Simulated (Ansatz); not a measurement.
# One shape, several levels: BGeNH6 (SMILES B[NH][GeH3])

Aim: a comparison of 6 runs (PBE/6-31G*, r2SCAN0/6-31G*, wB97M-V/6-31G*, RPA@PBE/6-31G*, CCSD/6-31G*, CCSD(T)/6-31G*) of BGeNH6. 

The calculation is run with Ansatz 0.2.0.

69 further runs of the same task are left out: 69 set aside as unsound or not needed.

**1. Starting point**

The species is BGeNH6 (9 atoms), meant as a singlet with charge 0. As SMILES, `B[NH][GeH3]`. The B1–H5 distance was set to 1.799 Å, away from the relaxed value. At this shape a bond of the SMILES string is far longer than usual.

Bond lengths: B1–N2 1.392 Å, N2–Ge3 1.854 Å, B1–H4 1.199 Å, N2–H6 1.010 Å, Ge3–H7 1.538 Å, Ge3–H8 1.530 Å, Ge3–H9 1.538 Å. Angles: B1–N2–Ge3 126.2°, B1–N2–H6 117.9°, Ge3–N2–H6 115.9°, N2–B1–H4 119.2°, N2–Ge3–H7 109.1°, N2–Ge3–H8 106.5°, N2–Ge3–H9 109.1°, H7–Ge3–H8 111.5°, H7–Ge3–H9 109.1°, H8–Ge3–H9 111.5°. A long bond or contact: B1–H5 1.799 Å.

**2. The energy at PBE/6-31G(d) (spherical functions) (run 1)**

The input, in.yaml:

```yaml
crystal:
  periodic: [false, false, false]
  atoms:
    - {symbol: B, position_ang: [-0.686444, 0.120733, -0.906941]}
    - {symbol: "N", position_ang: [0.164256, 0.178333, 0.193259]}
    - {symbol: Ge, position_ang: [0.852756, -1.270167, 1.122559]}
    - {symbol: H, position_ang: [-1.030344, -0.949467, -1.325041]}
    - {symbol: H, position_ang: [-1.249100, 1.647000, -1.674800]}
    - {symbol: H, position_ang: [0.441456, 1.089633, 0.528459]}
    - {symbol: H, position_ang: [2.389156, -1.223567, 1.060859]}
    - {symbol: H, position_ang: [0.302456, -2.523967, 0.440559]}
    - {symbol: H, position_ang: [0.404856, -1.184767, 2.591659]}
basis:
  gaussian:
    orbitals: 6-31G_st_-spherical.json
hamiltonian:
  xc: {name: PBE}
accuracy: high
output: {orbitals: {seedname: orbitals}}
```

The basis set 6-31G* is read from a file made from the Basis Set Exchange's data (not shown).

On the command line:

```
ansatz run in.yaml --threads 1 --pin off --max-ram 3480MiB --events-out events.jsonl --progress --plain --runs-dir runs
```

What it wrote:

```text
Warning: RAYON_NUM_THREADS=1 ignored (pool sized by the plan → 1); use --threads N
Functional definition: PBE
  name "PBE"
  parameter kappa = 0.804
  parameter beta = 0.06672455060314922
  exchange = pbe_x(kappa = kappa, mu = beta*pi^2/3)
  correlation = pbe_c(beta = beta)
1657 factors; integrals over basis functions are off by at most 4.0e-9 eV
mean field evaluation 1: about -58754.4139 eV, gradient 5.9e1 eV
mean field evaluation 2: about -58726.6967 eV, gradient 1.1e2 eV
mean field evaluation 4: about -58761.2380 eV, gradient 8.1e0 eV
mean field evaluation 8: about -58761.3534 eV, gradient 1.6e-1 eV
mean field evaluation 16: about -58761.3535 eV, gradient 8.4e-6 eV
mean field -58761.35348871 eV, -2159.4399108343 hartree, gradient 3.6e-8 eV, S^2 0.000000; 0 other end points of the search recorded, 0 dependent functions left out
reference -58761.35349278 eV, -2159.4399109838 hartree; 25, 25 occupied and 47, 47 virtual orbitals, 1657 factors
Total energy: -58761.35349278 eV, -2159.4399109838 hartree
```

It took 4.5 s on 1 thread of Arm Neoverse V2, shared host; peak memory 0.2 GiB.

**3. The energy at r2SCAN0/6-31G(d) (spherical functions) (run 2)**

The input, input.yaml:

```yaml
crystal:
  periodic: [false, false, false]
  atoms:
    - {symbol: B, position_ang: [-0.686444, 0.120733, -0.906941]}
    - {symbol: N, position_ang: [0.164256, 0.178333, 0.193259]}
    - {symbol: Ge, position_ang: [0.852756, -1.270167, 1.122559]}
    - {symbol: H, position_ang: [-1.030344, -0.949467, -1.325041]}
    - {symbol: H, position_ang: [-1.249100, 1.647000, -1.674800]}
    - {symbol: H, position_ang: [0.441456, 1.089633, 0.528459]}
    - {symbol: H, position_ang: [2.389156, -1.223567, 1.060859]}
    - {symbol: H, position_ang: [0.302456, -2.523967, 0.440559]}
    - {symbol: H, position_ang: [0.404856, -1.184767, 2.591659]}
basis:
  gaussian: {orbitals: 6-31G_st_-spherical.json}
hamiltonian: {xc: {name: r2SCAN0}}
accuracy: high
output: {orbitals: {seedname: orbitals}}
```

The basis set 6-31G* is read from a file made from the Basis Set Exchange's data (not shown).

On the command line:

```
ansatz run input.yaml --threads 1 --pin off --max-ram 3480MiB --events-out events.jsonl --progress --plain --runs-dir runs
```

What it wrote:

```text
Warning: RAYON_NUM_THREADS=1 ignored (pool sized by the plan → 1); use --threads N
Functional definition: r2SCAN0
  name "r2SCAN0"
  parameter a = 0.25
  parameter k0 = 0.174
  parameter k1 = 0.065
  parameter a1 = 4.9479
  exchange = (1 - a)*r2scan_x(k0 = k0, k1 = k1, a1 = a1) + a*exact_x
  correlation = r2scan_c
1657 factors; integrals over basis functions are off by at most 4.0e-9 eV
mean field evaluation 1: about -58766.7345 eV, gradient 4.4e1 eV
mean field evaluation 2: about -58761.6302 eV, gradient 6.3e1 eV
mean field evaluation 4: about -58770.4782 eV, gradient 2.0e0 eV
mean field evaluation 8: about -58770.6439 eV, gradient 9.2e-2 eV
mean field evaluation 16: about -58770.6439 eV, gradient 6.8e-6 eV
mean field -58770.64391918 eV, -2159.7813278567 hartree, gradient 4.9e-8 eV, S^2 0.000000; 0 other end points of the search recorded, 0 dependent functions left out
reference -58770.64391992 eV, -2159.7813278837 hartree; 25, 25 occupied and 47, 47 virtual orbitals, 1657 factors
Total energy: -58770.64391992 eV, -2159.7813278837 hartree
```

It took 11 s on 1 thread of Arm Neoverse V2, shared host; peak memory 0.28 GiB.

Runs 3 to 5 aren't shown in full; the table further down has their settings and results.

**4. A single-point energy at CCSD(T)/6-31G(d) (spherical functions) (run 6)**

Changes to in.yaml since step 2:

```diff
@@ -13,7 +13,6 @@
 basis:
-  gaussian:
-    orbitals: 6-31G_st_-spherical.json
-hamiltonian:
-  xc: {name: PBE}
+  gaussian: {orbitals: 6-31G_st_-spherical.json}
+total_charge: 0
+correlation: {method: ccsd_t, frozen_orbitals: {B: 1, Ge: 9, H: 0, "N": 1}}
 accuracy: high
-output: {orbitals: {seedname: orbitals}}
+scf: {omitted_lower_state_checks: [cluster_reference, increment]}
```

The basis set 6-31G* is read from a file made from the Basis Set Exchange's data (not shown).

On the command line:

```
ansatz run in.yaml --threads 1 --pin off --max-ram 3480MiB --events-out events.jsonl --progress --plain --runs-dir runs
```

What it wrote:

```text
Warning: RAYON_NUM_THREADS=1 ignored (pool sized by the plan → 1); use --threads N
[... 11 lines left out ...]
11 core orbitals not correlated: weight in the atoms' cores, before any rotation towards them, 1.000 or more for the frozen orbitals, at most 0.000 for the correlated occupied ones
[... 23 lines left out ...]
Total energy: -58727.13369775 eV, -2158.1823567114 hartree
Checks for a lower state left out: cluster_reference, increment
```

Run time: 8.1 s. Hardware: 1 thread of Arm Neoverse V2, shared host; peak memory 0.3 GiB.

**5. The series**

```
run                                 level  frozen core orbitals   energy (Eh)  wall time
  1      PBE/6-31G* (spherical functions)                     –  -2159.439911      4.5 s
  2  r2SCAN0/6-31G* (spherical functions)                     –  -2159.781328       11 s
  3  wB97M-V/6-31G* (spherical functions)                     –  -2159.707727       55 s
  4  RPA@PBE/6-31G* (spherical functions)                    11  -2158.383262      8.1 s
  5     CCSD/6-31G* (spherical functions)                    11  -2158.169098      6.3 s
  6  CCSD(T)/6-31G* (spherical functions)                    11  -2158.182357      8.1 s
```

**6. What came out**

| quantity | value |
| --- | --- |
| run 6: total energy | -2158.18236 Eh |
| run 6: correlation energy (11 core orbitals frozen) | -531.1 mEh |
| run 6: (T) correction | -13.26 mEh |
| run 6: T1 diagnostic | 0.015 |

**Reading.** Over runs 1, 2, 3 the HOMO–LUMO gap runs from 5.44 eV (PBE/6-31G*) to 11.32 eV (wB97M-V/6-31G*). Totals of different functionals can't be ranked against each other. All runs together took 93 s, the longest 55 s.
